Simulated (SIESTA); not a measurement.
**Hf2Pd2Se2Br2O3 under changes of volume**

One of the cells (23.183 Å³/atom); the others are scaled copies at fixed shape and fractional positions:

```
Hf Pd Se Br O
1.0
     5.64376   -0.09408   -0.01418
     1.62462    5.37045    0.00253
     1.37823    1.92797    8.37050
Hf Pd Se Br O
2 2 2 2 3
Direct
  0.23317 0.65161 0.02284
  0.76683 0.34839 0.97716
  0.00000 0.50000 0.50000
  0.00000 0.00000 0.50000
  0.02419 0.33917 0.25331
  0.97581 0.66083 0.74669
  0.50000 0.50000 0.50000
  0.50000 0.00000 0.50000
  0.44792 0.35724 0.92101
  0.55208 0.64276 0.07899
  0.00000 0.00000 0.00000
```

The cell was built by a generator and needn't be a form met in nature.

| Item | Value |
| --- | --- |
| Program | SIESTA 5.4.2 |
| Functional | PBE |
| Potentials or basis | PseudoDojo 0.4 standard (PBE files) |
| Basis | DZP (energy shift 0.003 Ry; two zetas on semicore shells) |
| Grid cutoff | 800 Ry |
| Energy shift | 0.003 Ry |
| k mesh | 5 × 5 × 4 |
| Occupations | fermi-dirac, width 0.05 eV |
| Spin | no spin polarisation |

| volume (Å³/atom) | energy over the lowest point (meV/atom) | pressure (GPa) | largest force (eV/Å) |
| --- | --- | --- | --- |
| 21.365 | 40.53 | 7.9 | 1.832 |
| 21.820 | 21.52 | 5.6 | 1.350 |
| 22.274 | 8.85 | 3.5 | 0.901 |
| 23.183 | 0.00 | -0.1 | 0.520 |
| 23.638 | 2.68 | -1.6 | 0.463 |
| 24.093 | ? | ? | ? |

**Question.** What does the run at 24.093 Å³/atom give?

**Answer.** Energy over the lowest point 9.46 meV/atom; pressure -3.0 GPa; largest force 0.596 eV/Å.

Worked out: A Birch-Murnaghan fit of order 3 (a polynomial in V^(-2/3)) to the other rows has its minimum at 23.14 Å³/atom with B0 = V·E''(V) = 83 GPa and B' = 4.5 at fixed shape and positions, which overstates the stiffness. It gives 9.48 meV/atom at 24.093 Å³/atom, against the run's 9.46, and -dE/dV = -3.1 GPa, against -3.0.

Energies are extrapolated to zero smearing.

Caveats: short orbitals over semicore shells can move pressures by several GPa; the basis of atomic orbitals isn't converged, which shifts pressures, moduli and gaps; forces of over 1 eV/Å show positions far from the minimum, so gaps and moduli don't describe the material at rest (some runs).
